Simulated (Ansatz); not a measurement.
# CoHO: the cost of one run

Method: def2-QZVPP, core rule «outside noble gas», up to 10 orbitals frozen; program: Ansatz 0.2.0, Gaussian basis.

The runs, in order: UHF; ROHF; CCSD(T) on UHF.

2 further runs of the same task are left out: 2 set aside as unsound or not needed.

## 1. The system

The geometry is a PBE0/def2-TZVP stationary point (not a proven minimum) of the parent state, kept for this charge and spin.

3 atoms, charge 1, spin multiplicity 2.

Atoms are counted from 1 here; the program's logs count them from 0.

Bond lengths: Co1–O2 1.717 Å, O2–H3 0.966 Å. Angles: Co1–O2–H3 111.2°.

## 2. UHF

File in.yaml:

```yaml
crystal:
  periodic: [false, false, false]
  atoms:
    - {symbol: Co, position_ang: [0.000000, 0.016178, 0.389046]}
    - {symbol: O, position_ang: [0.000000, -0.107788, -1.323644]}
    - {symbol: H, position_ang: [0.000000, 0.765063, -1.736447]}
basis:
  gaussian: {orbitals: "def2-QZVPP.json"}
total_charge: 1
magnetization: {spin_polarized: true, initial_magnetization: 1}
hamiltonian: {xc: hf}
output: {orbitals: {seedname: orbitals}}
```

Command:

```sh
> ansatz run in.yaml --threads 1 --pin off --events-out ev --progress --plain --max-ram 4096MiB --backend cpu
```

Q: Estimate wall time and peak memory on 1 thread of AMD EPYC 7R13, shared host.

About 2.3 min, with a peak of 0.51 GiB.
